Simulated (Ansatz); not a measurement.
InAg, space group Pm-3m: an equation of state with a fit, run with Ansatz's Python interface.

`inag_eos.py`
```python
"""Bulk modulus of InAg from an E(V) curve."""

import ansatz as az
import numpy as np
from pymatgen.analysis.eos import EOS

VECTORS = np.array([
    [3.464789, 0.0, 0.0],
    [0.0, 3.464789, 0.0],
    [0.0, 0.0, 3.464789],
])
SITES = [
    ("In", (0.5, 0.5, 0.5)),
    ("Ag", (0.0, 0.0, 0.0)),
]


def make_crystal(cell):
    crystal = az.Crystal(lattice=az.Lattice.of(cell))
    for symbol, position in SITES:
        crystal = crystal.atom(symbol, position)
    return crystal


def main() -> None:
    # scale the volume, keep shape and fractions
    volumes, energies, pressures = [], [], []
    for scale in np.linspace(0.95, 1.07, 5):
        cell = VECTORS * scale ** (1 / 3)
        base = (
            make_crystal(cell).calculation()
            .functional(az.Functional.R2SCAN)
            .pseudopotentials("paw")
            .basis(600)
            .occupations("fermi_dirac", width=0.15)
            .scf(max_iterations=100)
            .kpoints(8, 8, 8)
            .stress()
        )
        summary = base.run(threads=1).report
        volumes.append(abs(np.linalg.det(cell)) / len(SITES))
        energies.append(summary["free_energy_ev"] / len(SITES))
        pressures.append(np.trace(summary["stress_gpa"]) / 3)
        print(f"V = {volumes[-1]:8.4f} A^3/atom  F = {energies[-1]:.5f} eV/atom  P = {pressures[-1]:8.3f} GPa")

    for form in ["pourier_tarantola", "vinet", "murnaghan"]:
        fit = EOS(eos_name=form).fit(volumes, energies)
        print(f"{form:18s} V0 {fit.v0:8.4f} A^3/atom  B0 {fit.b0_GPa:7.1f} GPa  B1 {fit.b1:5.2f}")


if __name__ == "__main__":
    main()
```

From its runs, with one value withheld:

| V (Å³/atom) | F less the lowest row shown (meV/atom) |
| --- | --- |
| 19.757 | 8.28 |
| 20.381 | ? |
| 21.005 | 0.00 |
| 21.629 | 6.73 |
| 22.253 | 18.91 |

What is the missing energy at 20.381 Å³ an atom?

A third-order Birch-Murnaghan fit, E = E0 + (9 V0 B0 / 16) [(t - 1)³ B' + (t - 1)² (6 - 4t)] with t = (V0/V)^(2/3), through the 4 rows shown gives V0 = 20.688 Å³, B0 = 63.4 GPa, B' = 5.83 and E0 = -0.93 meV. At V = 20.381 Å³, t = 1.01001, and the fit interpolates to 0.00 meV. The run gave 0.00 meV, a miss of 0.00 meV.

Notes:
- For a metal this k-point mesh is coarse: on a finer one energies can move by several to tens of meV an atom and pressures by half a GPa or more, differences at one mesh by less.
- Pressure is positive in compression.
- The structure comes from a database of computed cells and needn't be a stable or known phase.
- The whole script took 33 s on 1 thread of Arm Neoverse V1, with other jobs on the host, peak memory 0.61 GiB.
